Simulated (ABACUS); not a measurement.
Hf, a slab with vacuum:

```
Hf
1.0
     3.19670    0.00000    0.00000
    -1.59835    2.76842    0.00000
     0.00000    0.00000   25.11560
Hf
5
Cartesian
  0.0000 1.8456 7.5000
  1.5983 0.9228 10.0289
  0.0000 1.8456 12.5578
  1.5983 0.9228 15.0867
  0.0000 1.8456 17.6156
```

The slab is cut from a database's or a generator's crystal, which needn't be the stable form of the element.

A run of ABACUS 3.10.1 on this cell left the log below. Logs are shortened: lines on timing, memory, paths and dates and some standing lists are left out, and cuts for length are marked.

```text
ABACUS v3.10.1

               Atomic-orbital Based Ab-initio Computation at UStc

 ------------------------------------------------------------------------------------

 READING GENERAL INFORMATION
                           global_out_dir = OUT.Hf/
                           global_in_card = INPUT
                               pseudo_dir = ./
                              orbital_dir = ./
                                    DSIZE = 4
                                    GSIZE = 1

 READING UNITCELL INFORMATION
                                    ntype = 1
                  lattice constant (Bohr) = 1.88973
              lattice constant (Angstrom) = 1

 READING ATOM TYPE 1
                               atom label = Hf
                      L=0, number of zeta = 4
                      L=1, number of zeta = 3
                      L=2, number of zeta = 3
                      L=3, number of zeta = 1
             number of atom for this type = 5

                        TOTAL ATOM NUMBER = 5
DIRECT COORDINATES
    atom                   x                   y                   z     mag                  vx                  vy                  vz
taud_Hf1            0.3333333333        0.6666666666        0.2986191849  0.0000        0.0000000000        0.0000000000        0.0000000000
taud_Hf2            0.6666666667        0.3333333334        0.3993095924  0.0000        0.0000000000        0.0000000000        0.0000000000
taud_Hf3            0.3333333333        0.6666666666        0.5000000000  0.0000        0.0000000000        0.0000000000        0.0000000000
taud_Hf4            0.6666666667        0.3333333334        0.6006904076  0.0000        0.0000000000        0.0000000000        0.0000000000
taud_Hf5            0.3333333333        0.6666666666        0.7013808151  0.0000        0.0000000000        0.0000000000        0.0000000000

                          Volume (Bohr^3) = 1499.94
                             Volume (A^3) = 222.268

 Lattice vectors: (Cartesian coordinate: in unit of a_0)
              +3.1967                  +0                  +0
             -1.59835            +2.76842                  +0
                   +0                  +0            +25.1156
[... 210 lines left out ...]
 Density error is 0.0770567589653
----------------------------------------------------------
     Energy           Rydberg                 eV
----------------------------------------------------------
 E_KohnSham     -563.5051195581      -7666.8804781609
 E_Harris       -476.1331664450      -6478.1240704348
 E_Fermi        0.3519759235         4.7888781189
----------------------------------------------------------
[... 201 lines left out ...]
 Density error is 3.03671709758e-07
----------------------------------------------------------
     Energy           Rydberg                 eV
----------------------------------------------------------
 E_KohnSham     -563.9773811992      -7673.3059274270
 E_KS(sigma->0) -563.9754438016      -7673.2795677800
 E_Harris       -563.9773203844      -7673.3050999999
 E_band         -91.2364578456       -1241.3356920371
 E_one_elec     -2968.1400640177     -40383.6173327251
 E_Hartree      1483.8646493300      20189.0142916600
 E_xc           -142.2669746592      -1935.6414925867
 E_Ewald        1062.5688829429      14456.9913255188
 E_entropy(-TS) -0.0038747953        -0.0527192941
 E_descf        0.0000000000         0.0000000000
 E_exx          0.0000000000         0.0000000000
 E_Fermi        0.4112895109         5.5958808753
----------------------------------------------------------

 charge density convergence is achieved
 final etot is -7673.3059274 eV
 EFERMI = 5.5958808753 eV
The vacuum level is 9.2643910987 eV

 STATE ENERGY(eV) AND OCCUPATIONS    NSPIN == 1
 1/8 kpoint (Cartesian) = 0.0000 0.0000 0.0000 (6353 pws)
       1       -56.6283      0.0408163
       2       -56.6283      0.0408163
       3       -56.2606      0.0408163
       4       -56.2299      0.0408163
       5       -56.2093      0.0408163
       6       -25.4818      0.0408163
[... 218 lines left out ...]
      35        6.67250    2.18097e-10
      36        6.84968    6.30395e-12

[... levels at 2 further k points ...]

 correction force for each atom along direction 1 is -0.00653771
 correction force for each atom along direction 2 is 0.00434185
 correction force for each atom along direction 3 is 3.70813e-13
------------------------------------------------------------------------------------------
 TOTAL-FORCE (eV/Angstrom)
------------------------------------------------------------------------------------------
                       Hf1         0.0000000000         0.0000000000         0.6259295280
                       Hf2         0.0000000000         0.0000000000        -0.8013228537
                       Hf3         0.0000000000         0.0000000000         0.0000000000
                       Hf4         0.0000000000         0.0000000000         0.8013228537
                       Hf5         0.0000000000         0.0000000000        -0.6259295280
------------------------------------------------------------------------------------------

 --------------------------------------------
 !FINAL_ETOT_IS -7673.305927427038 eV
 --------------------------------------------
```

Problem. Write the input and the command behind it.

Solution. Single point with PBE, no spin polarisation. The files as run (others can give the same):

INPUT
```
INPUT_PARAMETERS
suffix              Hf
calculation         scf
basis_type          lcao
pseudo_dir          ./
orbital_dir         ./
symmetry            1
dft_functional      pbe
ecutwfc             100
pseudo_rcut         7
nspin               1
nbands              36
ks_solver           genelpa
smearing_method     fd
smearing_sigma      0.00367493
scf_thr             1e-06
scf_nmax            100
mixing_type         broyden
mixing_beta         0.3
cal_force           1
out_mul             1
mixing_ndim         12
out_chg             1
out_pot             2
out_elf             1
```

STRU
```
ATOMIC_SPECIES
Hf 178.4900 Hf.upf

NUMERICAL_ORBITAL
Hf_confined-atom_8au_4s3p3d1f.orb

LATTICE_CONSTANT
1.8897261246

LATTICE_VECTORS
3.1966985242 0.0000000000 0.0000000000
-1.5983492621 2.7684221302 0.0000000000
0.0000000000 0.0000000000 25.1156000000

ATOMIC_POSITIONS
Direct

Hf
0.0
5
0.3333333333 0.6666666666 0.2986191849 1 1 1
0.6666666667 0.3333333334 0.3993095924 1 1 1
0.3333333333 0.6666666666 0.5000000000 1 1 1
0.6666666667 0.3333333334 0.6006904076 1 1 1
0.3333333333 0.6666666666 0.7013808151 1 1 1
```

KPT
```
K_POINTS
0
Gamma
7 7 1 0 0 0
```

Potentials or basis: PseudoDojo NC SR 0.4.1 PBE standard, TZDP LCAO (the cutoffs set its grid).
The run is started by
```sh
$ OMP_NUM_THREADS=1 mpirun -np 4 abacus > log
```

Caveat: the atomic orbitals were generated for these runs and aren't a published set; confined orbitals describe the vacuum poorly, which shifts work functions; the basis of atomic orbitals isn't converged, which shifts pressures, moduli and gaps.
